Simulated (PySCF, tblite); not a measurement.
# C₅H₈BN₃O: geometry, infrared bands and NMR shifts

Aim: predict the infrared bands and NMR shifts of C₅H₈BN₃O (`C=C(C#N)CC(=O)NBN`).

Programs: tblite 0.8.0 and PySCF 2.14.0, with density-fitted response routines of our own. Each step states its level of theory. These are calculated values for one molecule in the gas phase, unless marked as measured. Atoms are numbered from 0 throughout.

## Step 1: The molecule as given

18 atoms, charge 0, multiplicity 1; geometry from: force field or distance geometry start.

Bonds of the start (Å): C0–C1 1.29, C1–C2 1.46, C2–N3 1.17, C1–C4 1.46, C4–C5 1.45, C5–O6 1.25, C5–N7 1.45, N7–B8 1.52, B8–N9 1.51, C0–H10 1.07, C0–H11 1.12, C4–H12 1.14, C4–H13 1.13, N7–H14 1.06, B8–H15 1.20, N9–H16 1.05, N9–H17 1.05.

## Step 2: Optimising the geometry with GFN2-xTB

What the job is given:

```
{"job": {"kind": "relax", "xc": "GFN2-xTB", "basis": "xTB"}, "charge": 0, "multiplicity": 1}
C     -2.465000    -0.908500    -1.413800
C     -2.296700    -0.212400    -0.336300
C     -3.511400     0.187500     0.374000
N     -4.499200     0.502500     0.918100
C     -1.046900     0.203700     0.301800
C      0.208100    -0.156700    -0.331700
O      0.382700    -0.812300    -1.385700
N      1.428900     0.287000     0.322900
B      2.763800    -0.079900    -0.302800
N      3.465100     0.789600    -1.314600
H     -1.723800    -1.303300    -2.073300
H     -3.515600    -1.132500    -1.724900
H     -1.167900     1.327300     0.447000
H     -0.955900    -0.148600     1.367800
H      1.381200     0.853200     1.214400
H      3.440100    -0.803800     0.367000
H      4.309500     1.180200    -0.827300
H      3.794300     0.233300    -2.143800
```

Started as:

```bash
$ OMP_NUM_THREADS=1 python probes_run.py task.json out
```

This one command runs all jobs of the session in turn.

**Question.** This job is followed by: GFN2-xTB harmonic vibrations, gas phase; GIAO PBE0/pcSseg-1 NMR shielding, non-relativistic, gas phase. Predict these results of the whole session: strongest single infrared mode (GFN2-xTB); zero-point energy (GFN2-xTB); 13C shifts against TMS (PBE0/pcSseg-1); 1H shifts against TMS (PBE0/pcSseg-1, means over atoms taken as alike); 15N shifts against NH3 (PBE0/pcSseg-1); 17O shifts against H2O (PBE0/pcSseg-1); 11B shifts against BF3·OEt2 (PBE0/pcSseg-1).

**Answer**, as computed:

| quantity | value |
| --- | --- |
| strongest single infrared mode (GFN2-xTB) | 1359 cm⁻¹, 515 km/mol |
| zero-point energy (GFN2-xTB) | 83.6 kcal/mol |
| 13C shifts against TMS (PBE0/pcSseg-1) | 176.1, 144.2, 124.2, 123.9, 47.6 ppm |
| 1H shifts against TMS (PBE0/pcSseg-1, means over atoms taken as alike) | 6.50, 6.06, 5.60, 5.21, 4.16, 3.03 ppm |
| 15N shifts against NH3 (PBE0/pcSseg-1) | 316.0, 155.3, 99.2 ppm |
| 17O shifts against H2O (PBE0/pcSseg-1) | 451.3 ppm |
| 11B shifts against BF3·OEt2 (PBE0/pcSseg-1) | 23.6 ppm |

**Reading.** Over 205 steps the energy fell by 2.539 eV; of the close pairs, B8–N9 changed most, 1.507 to 1.375 Å. No mode is imaginary among the 48: a minimum at this level. The strongest single mode, at 1359 cm⁻¹, is spread over several atoms, B8, N7, H16 among them. GFN2-xTB is a fitted tight-binding method: band positions and strengths are rough. Its intensities can rank the bands wrongly. At PBE0/pcSseg-1: The largest span, 803 ppm, is at O6, where the paramagnetic term is -520 ppm.
